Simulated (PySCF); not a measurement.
# C₂H₁₀OSSi₂: NMR shifts at several levels of theory

Aim: compute the NMR shifts of C₂H₁₀OSSi₂ (`CCO[SiH2]S[SiH3]`) at several levels, and see how far they spread and what each costs.

The runs use PySCF 2.14.0, with density-fitted response routines of our own; the level of theory stands in each step. All values are computed, except where a source is named. Atoms count from 0, in the outputs and in this text.

## 1. Starting geometry

16 atoms, charge 0, multiplicity 1; geometry from: GFN2-xTB.

Bonds of the start (Å): C0–C1 1.52, C1–O2 1.40, O2–Si3 1.60, Si3–S4 2.13, S4–Si5 2.14, C0–H6 1.09, C0–H7 1.09, C0–H8 1.09, C1–H9 1.10, C1–H10 1.09, Si3–H11 1.46, Si3–H12 1.46, Si5–H13 1.45, Si5–H14 1.46, Si5–H15 1.46.

## 2. Geometry optimisation at PBE0-D3(BJ)/def2-SVP

Job settings and geometry (Å):

```
{"job": {"xc": "PBE0", "basis": "def2-SVP", "d3": "d3bj", "grid": 1, "kind": "geom"}, "charge": 0, "multiplicity": 1}
C     -2.606205     0.072592     1.216309
C     -2.261173     0.255845    -0.252040
O     -0.992264    -0.233338    -0.573368
Si     0.437770     0.157124     0.037212
S      1.741800    -0.975213    -1.210038
Si     3.630349    -0.493219    -0.335245
H     -3.631359     0.383990     1.396338
H     -2.497611    -0.972739     1.493117
H     -1.939450     0.667896     1.834841
H     -2.313578     1.318725    -0.516189
H     -2.968969    -0.295849    -0.878931
H      0.615951    -0.255242     1.427549
H      0.733595     1.583412    -0.085037
H      4.580622    -1.236272    -1.141994
H      3.834091     0.948416    -0.413857
H      3.628834    -0.917185     1.059857
```

The program printed:

```text
step   0  E = -1133.72115569  max force = 0.027620
step   1  E = -1133.72695151  max force = 0.003006
step   2  E = -1133.72713574  max force = 0.001721
step   3  E = -1133.72722951  max force = 0.001600
step   4  E = -1133.72737765  max force = 0.002432
step   5  E = -1133.72765585  max force = 0.003403
step   6  E = -1133.72795593  max force = 0.002624
step   7  E = -1133.72832159  max force = 0.002157
step   8  E = -1133.72838245  max force = 0.001317
step   9  E = -1133.72843360  max force = 0.000701
step  10  E = -1133.72846406  max force = 0.000476
step  11  E = -1133.72848296  max force = 0.000755
step  12  E = -1133.72825678  max force = 0.003738
step  13  E = -1133.72845175  max force = 0.001968
step  14  E = -1133.72851339  max force = 0.001548
step  15  E = -1133.72866010  max force = 0.001453
step  16  E = -1133.72909271  max force = 0.001363
step  17  E = -1133.72940895  max force = 0.001883
step  18  E = -1133.72965074  max force = 0.001441
step  19  E = -1133.73000844  max force = 0.001948
step  20  E = -1133.73031486  max force = 0.002763
step  21  E = -1133.73064913  max force = 0.002880
step  22  E = -1133.73205686  max force = 0.003256
step  23  E = -1133.73276976  max force = 0.003636
step  24  E = -1133.73329051  max force = 0.002937
step  25  E = -1133.73364662  max force = 0.001006
step  26  E = -1133.73401344  max force = 0.002416
step  27  E = -1133.73413944  max force = 0.002999
step  28  E = -1133.73447939  max force = 0.003258
step  29  E = -1133.73462360  max force = 0.000910
step  30  E = -1133.73469550  max force = 0.000382
step  31  E = -1133.73472850  max force = 0.000368
step  32  E = -1133.73473437  max force = 0.000299
optimisation converged
```

It took 4.7 min on 1 thread, shared host.

Along the way: (the energy doesn't fall at every step)

```
step  energy from step 0 (eV)  largest force component (eV/Å)
   0                   0.0000                          1.4203
   1                  -0.1577                          0.1546
   2                  -0.1627                          0.0885
   3                  -0.1653                          0.0823
   4                  -0.1693                          0.1251
   5                  -0.1769                          0.1750
   6                  -0.1850                          0.1349
   7                  -0.1950                          0.1109
   8                  -0.1967                          0.0677
   9                  -0.1980                          0.0360
  10                  -0.1989                          0.0245
  11                  -0.1994                          0.0388
  12                  -0.1932                          0.1922
  13                  -0.1985                          0.1012
  14                  -0.2002                          0.0796
  15                  -0.2042                          0.0747
  16                  -0.2160                          0.0701
  17                  -0.2246                          0.0968
  18                  -0.2312                          0.0741
  19                  -0.2409                          0.1002
  20                  -0.2492                          0.1421
  21                  -0.2583                          0.1481
  22                  -0.2966                          0.1674
  23                  -0.3160                          0.1870
  24                  -0.3302                          0.1510
  25                  -0.3399                          0.0517
  26                  -0.3499                          0.1242
  27                  -0.3533                          0.1542
  28                  -0.3626                          0.1675
  29                  -0.3665                          0.0468
  30                  -0.3684                          0.0196
  31                  -0.3693                          0.0189
  32                  -0.3695                          0.0154
```

Close pairs (by a distance rule), those that changed most:

```
   bond  before (Å)  after (Å)  change (Å)
 O2–Si3       1.603      1.658      +0.055
Si5–H13       1.451      1.490      +0.039
Si5–H14       1.458      1.493      +0.035
Si5–H15       1.458      1.492      +0.034
Si3–H12       1.462      1.492      +0.030
Si3–H11       1.461      1.485      +0.024
 S4–Si5       2.136      2.156      +0.020
 Si3–S4       2.130      2.150      +0.019
```

The final coordinates are the input of the step that follows.

```
                         at the end point                value
  point group (found at 0.08 Å tolerance)                   C1
rotational constants (GHz, main isotopes)  2.889, 1.043, 0.922
                        dipole moment (D)                 1.22
```

## 3. Shielding tensors: PBE0/cc-pVDZ

Job settings and geometry (Å):

```
{"job": {"kind": "nmr", "xc": "PBE0", "basis": "cc-pVDZ", "pop": true}, "charge": 0, "multiplicity": 1}
C     -2.503086     0.469458     0.543318
C     -1.211143    -0.283922     0.314194
O     -0.212302     0.092707     1.239666
Si     0.844546     1.358232     1.066780
S      1.920485     1.190770    -0.786839
Si     2.587007    -0.845548    -0.543353
H     -3.286448     0.108955    -0.140839
H     -2.853380     0.327576     1.576540
H     -2.373190     1.548981     0.369909
H     -0.850864    -0.129732    -0.720440
H     -1.371732    -1.367099     0.439755
H      1.751718     1.263110     2.238318
H      0.176420     2.690229     0.993426
H      3.738069    -1.026872    -1.472150
H      3.019244    -1.081175     0.865779
H      1.508051    -1.812969    -0.898626
```

Method: GIAO PBE0/cc-pVDZ NMR shielding, non-relativistic, gas phase.

The program printed:

```text
coarse grid: 14336 points
cycle   1  E = -1134.0360854947  dE =  3.676e-01  |g| = 6.488e-01  |ddm| = 6.760e+00
cycle   2  E = -1133.9049477410  dE =  1.311e-01  |g| = 1.045e+00  |ddm| = 2.427e+00
cycle   3  E = -1134.1216672365  dE = -2.167e-01  |g| = 1.134e-01  |ddm| = 1.400e+00
cycle   4  E = -1134.1244783151  dE = -2.811e-03  |g| = 3.807e-02  |ddm| = 2.642e-01
cycle   5  E = -1134.1249154244  dE = -4.371e-04  |g| = 4.986e-03  |ddm| = 8.716e-02
cycle   6  E = -1134.1249225556  dE = -7.131e-06  |g| = 1.560e-03  |ddm| = 1.092e-02
final grid: 122944 points
cycle   7  E = -1134.1420179894  dE = -1.432e-05  |g| = 7.932e-03  |ddm| = 4.863e-02
cycle   8  E = -1134.1420080160  dE =  9.973e-06  |g| = 1.073e-02  |ddm| = 2.721e-02
cycle   9  E = -1134.1420317403  dE = -2.372e-05  |g| = 1.162e-03  |ddm| = 1.477e-02
cycle  10  E = -1134.1420320407  dE = -3.004e-07  |g| = 1.479e-04  |ddm| = 1.982e-03
cycle  11  E = -1134.1420320466  dE = -5.875e-09  |g| = 2.380e-05  |ddm| = 2.719e-04
cycle  12  E = -1134.1420320467  dE = -1.728e-10  |g| = 9.757e-06  |ddm| = 5.868e-05
converged SCF energy = -1134.1420320467

GIAO shielding tensors (ppm)
atom      isotropic    diamagn.    paramagn.     s11        s22        s33       span
  0 C      178.589     245.608     -67.019    162.076    178.353    195.337     33.261
  1 C      139.423     246.744    -107.321    106.808    131.614    179.848     73.040
  2 O      285.002     389.996    -104.994    236.208    283.711    335.087     98.879
  3 Si     429.763     883.544    -453.781    381.060    436.803    471.427     90.367
  4 S      817.855    1060.671    -242.815    718.246    844.774    890.547    172.301
  5 Si     461.603     881.633    -420.030    424.524    450.156    510.130     85.605
  6 H       30.418      28.326       2.092     26.558     27.521     37.175     10.616
  7 H       30.093      28.229       1.864     26.609     27.919     35.753      9.144
  8 H       30.081      30.578      -0.497     25.838     29.907     34.498      8.660
  9 H       27.243      34.770      -7.527     21.674     29.322     30.732      9.058
 10 H       27.634      31.834      -4.201     22.349     27.647     32.905     10.556
 11 H       26.062      29.794      -3.732     21.889     24.268     32.028     10.138
 12 H       25.759      30.096      -4.337     21.466     24.302     31.510     10.044
 13 H       26.594      28.149      -1.555     22.666     24.151     32.965     10.299
 14 H       26.589      29.492      -2.904     23.199     24.517     32.050      8.850
 15 H       26.670      31.239      -4.569     22.233     25.697     32.081      9.847
```

Run time: 16 s. Hardware: 1 thread, shared host.

Shifts follow as δ = σ(reference) − σ, with reference shieldings (ppm) from runs at the same level and on the same kind of geometry: 1H TMS 31.29, 13C TMS 196.8, 29Si TMS 418.6, 17O H2O 343.3, 33S CS2 549. The references are single molecules in the gas phase, so shifts against H2O, NH3, PH3, H3PO4 or CFCl3 are not on the usual liquid scales and can be off by tens of ppm. Atoms listed in one row are averaged.

```
        atoms                           environment  σ (ppm)  δ (ppm)
           C1                   sp3 CH2 bonded to O    139.4     57.3
           C0                         methyl carbon    178.6     18.2
     H11, H12  hydrogen on a silicon bonded to O, S    25.91     5.38
H13, H14, H15     hydrogen on a silicon bonded to S    26.62     4.67
      H9, H10    hydrogen on an sp3 CH2 bonded to O    27.44     3.85
   H6, H7, H8           hydrogen on a methyl carbon    30.20     1.09
           O2                oxygen bonded to C, Si    285.0     58.3
          Si3           silicon bonded to O, S, 2 H    429.8    -11.2
          Si5              silicon bonded to S, 3 H    461.6    -43.0
           S4                 sulfur bonded to 2 Si      818     -269
```

The run also stored atomic charges by several schemes (e):

```
atoms  Mulliken    IAO  Hirshfeld  ESP fit
   C0     -0.10  -0.42      -0.12    -0.36
   C1      0.09  -0.04       0.01     0.35
   O2     -0.42  -0.63      -0.21    -0.37
  Si3      0.46   0.87       0.35     0.30
   S4     -0.32  -0.43      -0.16    -0.25
  Si5      0.22   0.51       0.28     0.19
```

Mayer bond orders: C0–C1 1.10, C1–O2 0.97, O2–Si3 1.13, Si3–S4 1.07, S4–Si5 1.07.

## 4. NMR shieldings: PBE0/aug-cc-pVDZ

The job, as its differences from that of step 3:

```diff
@@ -1,2 +1,2 @@
-{"job": {"kind": "nmr", "xc": "PBE0", "basis": "cc-pVDZ", "pop": true}, "charge": 0, "multiplicity": 1}
+{"job": {"kind": "nmr", "xc": "PBE0", "basis": "aug-cc-pVDZ", "pop": true}, "charge": 0, "multiplicity": 1}
 C     -2.503086     0.469458     0.543318
```

Level: GIAO PBE0/aug-cc-pVDZ NMR shielding, non-relativistic, gas phase.

The program printed:

```text
coarse grid: 14336 points
cycle   1  E = -1134.0539496374  dE =  3.545e-01  |g| = 6.490e-01  |ddm| = 8.768e+00
cycle   2  E = -1133.9093986027  dE =  1.446e-01  |g| = 1.075e+00  |ddm| = 2.726e+00
cycle   3  E = -1134.1387389989  dE = -2.293e-01  |g| = 1.195e-01  |ddm| = 1.586e+00
cycle   4  E = -1134.1418147717  dE = -3.076e-03  |g| = 4.056e-02  |ddm| = 3.163e-01
cycle   5  E = -1134.1423043918  dE = -4.896e-04  |g| = 6.110e-03  |ddm| = 1.057e-01
cycle   6  E = -1134.1423153923  dE = -1.100e-05  |g| = 1.878e-03  |ddm| = 1.755e-02
cycle   7  E = -1134.1423164662  dE = -1.074e-06  |g| = 3.243e-04  |ddm| = 4.824e-03
final grid: 122944 points
cycle   8  E = -1134.1594632050  dE = -2.244e-05  |g| = 8.168e-03  |ddm| = 1.753e-01
cycle   9  E = -1134.1594528080  dE =  1.040e-05  |g| = 1.088e-02  |ddm| = 3.617e-02
cycle  10  E = -1134.1594785118  dE = -2.570e-05  |g| = 1.193e-03  |ddm| = 1.852e-02
cycle  11  E = -1134.1594788135  dE = -3.018e-07  |g| = 1.980e-04  |ddm| = 2.287e-03
cycle  12  E = -1134.1594788242  dE = -1.069e-08  |g| = 3.593e-05  |ddm| = 4.882e-04
cycle  13  E = -1134.1594788246  dE = -3.733e-10  |g| = 1.687e-05  |ddm| = 1.376e-04
converged SCF energy = -1134.1594788246

GIAO shielding tensors (ppm)
atom      isotropic    diamagn.    paramagn.     s11        s22        s33       span
  0 C      177.798     204.145     -26.347    161.954    177.335    194.104     32.149
  1 C      137.913     205.349     -67.436    105.686    129.788    178.264     72.578
  2 O      281.111     367.699     -86.588    239.025    277.811    326.498     87.473
  3 Si     424.516     887.506    -462.990    376.287    428.084    469.178     92.891
  4 S      816.963    1058.020    -241.057    716.970    849.650    884.268    167.298
  5 Si     467.638     891.214    -423.576    432.412    452.109    518.394     85.981
  6 H       30.346      28.158       2.188     26.507     27.405     37.125     10.618
  7 H       30.140      27.396       2.744     26.706     28.048     35.667      8.961
  8 H       30.079      28.033       2.045     25.860     29.829     34.547      8.687
  9 H       27.183      30.510      -3.327     21.671     29.244     30.635      8.963
 10 H       27.652      31.278      -3.626     22.517     27.745     32.695     10.178
 11 H       25.860      25.917      -0.057     21.687     24.164     31.730     10.043
 12 H       25.561      26.796      -1.235     21.331     24.239     31.111      9.780
 13 H       26.540      25.999       0.542     22.772     24.140     32.709      9.937
 14 H       26.507      28.743      -2.235     23.202     24.415     31.905      8.703
 15 H       26.595      30.499      -3.904     22.280     25.612     31.892      9.612
```

It took 35 s on 1 thread, shared host.

In short: δ C1 57.2, C0 17.3, O2 54.8, Si3 -7.8, H11 5.68, H13 4.85 ppm (means over like atoms).

## 5. NMR shieldings: PBE0/pcSseg-0

The job, as its differences from that of step 4:

```diff
@@ -1,2 +1,2 @@
-{"job": {"kind": "nmr", "xc": "PBE0", "basis": "aug-cc-pVDZ", "pop": true}, "charge": 0, "multiplicity": 1}
+{"job": {"kind": "nmr", "xc": "PBE0", "basis": "pcSseg-0", "pop": true}, "charge": 0, "multiplicity": 1}
 C     -2.503086     0.469458     0.543318
```

Method: GIAO PBE0/pcSseg-0 NMR shielding, non-relativistic, gas phase.

The program printed:

```text
coarse grid: 14336 points
cycle   1  E = -1132.4222034891  dE =  2.995e-01  |g| = 6.503e-01  |ddm| = 3.759e+00
cycle   2  E = -1132.3152183516  dE =  1.070e-01  |g| = 1.006e+00  |ddm| = 2.068e+00
cycle   3  E = -1132.5119994150  dE = -1.968e-01  |g| = 1.207e-01  |ddm| = 1.350e+00
cycle   4  E = -1132.5155960652  dE = -3.597e-03  |g| = 3.298e-02  |ddm| = 2.286e-01
cycle   5  E = -1132.5159091123  dE = -3.130e-04  |g| = 6.274e-03  |ddm| = 6.108e-02
cycle   6  E = -1132.5159214932  dE = -1.238e-05  |g| = 1.045e-03  |ddm| = 1.367e-02
cycle   7  E = -1132.5159218212  dE = -3.280e-07  |g| = 4.351e-04  |ddm| = 2.280e-03
final grid: 122944 points
cycle   8  E = -1132.5947099775  dE = -1.732e-05  |g| = 5.456e-03  |ddm| = 2.493e-02
cycle   9  E = -1132.5947072566  dE =  2.721e-06  |g| = 6.331e-03  |ddm| = 1.535e-02
cycle  10  E = -1132.5947175949  dE = -1.034e-05  |g| = 3.141e-04  |ddm| = 8.408e-03
cycle  11  E = -1132.5947176087  dE = -1.378e-08  |g| = 1.433e-04  |ddm| = 4.756e-04
cycle  12  E = -1132.5947176130  dE = -4.326e-09  |g| = 3.005e-05  |ddm| = 2.369e-04
cycle  13  E = -1132.5947176133  dE = -2.956e-10  |g| = 8.351e-06  |ddm| = 6.109e-05
converged SCF energy = -1132.5947176133

GIAO shielding tensors (ppm)
atom      isotropic    diamagn.    paramagn.     s11        s22        s33       span
  0 C      175.627     246.794     -71.166    155.860    177.932    193.091     37.231
  1 C      133.293     245.555    -112.263     96.727    123.424    179.727     83.000
  2 O      305.968     401.989     -96.021    209.356    313.007    395.540    186.184
  3 Si     367.939     877.612    -509.672    287.144    376.535    440.139    152.995
  4 S      889.415    1059.145    -169.730    772.507    938.651    957.087    184.579
  5 Si     428.898     879.250    -450.352    365.540    406.447    514.705    149.165
  6 H       31.931      28.277       3.654     27.521     28.980     39.294     11.773
  7 H       31.339      28.400       2.939     27.126     29.307     37.586     10.461
  8 H       31.372      28.609       2.763     26.600     31.398     36.120      9.520
  9 H       29.265      30.043      -0.778     22.870     31.390     33.536     10.666
 10 H       28.835      30.381      -1.546     23.115     28.771     34.620     11.504
 11 H       27.284      29.466      -2.183     22.325     25.612     33.913     11.588
 12 H       26.857      28.888      -2.031     21.609     25.246     33.717     12.108
 13 H       28.153      28.888      -0.735     23.784     25.525     35.151     11.367
 14 H       28.392      29.184      -0.792     24.781     26.433     33.962      9.181
 15 H       28.358      29.017      -0.659     23.538     27.688     33.847     10.309
```

It took 7.4 s on 1 thread, shared host.

Key values: δ C1 60.2, C0 17.9, O2 31.9, Si3 -19.4, H11 5.76, H13 4.53 ppm (means over like atoms).

## 6. Side by side: NMR shifts

Shifts (ppm) of some atoms, chosen among heavy atoms and hydrogens apart, means over like atoms, with basis size and wall time:

```
             run    C1   H11   H13    O2    Si3    Si5    S4  functions   time
    PBE0/cc-pVDZ  57.3  5.38  4.67  58.3  -11.2  -43.0  -269        146   16 s
PBE0/aug-cc-pVDZ  57.2  5.68  4.85  54.8   -7.8  -50.9  -259        240   35 s
   PBE0/pcSseg-0  60.2  5.76  4.53  31.9  -19.4  -80.4  -374         86  7.4 s
```

## 7. Results

| quantity | value |
| --- | --- |
| point group | C1 |
| rotational constants (main isotopes) | 2.89, 1.04, 0.92 GHz |
| 13C shifts against TMS (PBE0/cc-pVDZ) | 57.3, 18.2 ppm |
| 1H shifts against TMS (PBE0/cc-pVDZ, means over atoms taken as alike) | 5.38, 4.67, 3.85, 1.09 ppm |
| 17O shifts against H2O (PBE0/cc-pVDZ) | 58.3 ppm |
| 29Si shifts against TMS (PBE0/cc-pVDZ) | -11.2, -43.0 ppm |
| 33S shifts against CS2 (PBE0/cc-pVDZ) | -269 ppm |
| range of the shift of S4 | -374 to -259 ppm |

**Reading.** Single values in the summary come from the first run of each kind that ended normally (PBE0/cc-pVDZ), which need not be the best level. Over 32 steps the energy fell by 0.369 eV; of the close pairs, O2–Si3 changed most, 1.603 to 1.658 Å. At PBE0/cc-pVDZ: The largest span, 172 ppm, is at S4, where the paramagnetic term is -243 ppm. Across the 3 runs the shift of S4 moves most, between -374 (PBE0/pcSseg-0) and -259 ppm (PBE0/aug-cc-pVDZ). Part of that comes from the computed reference.
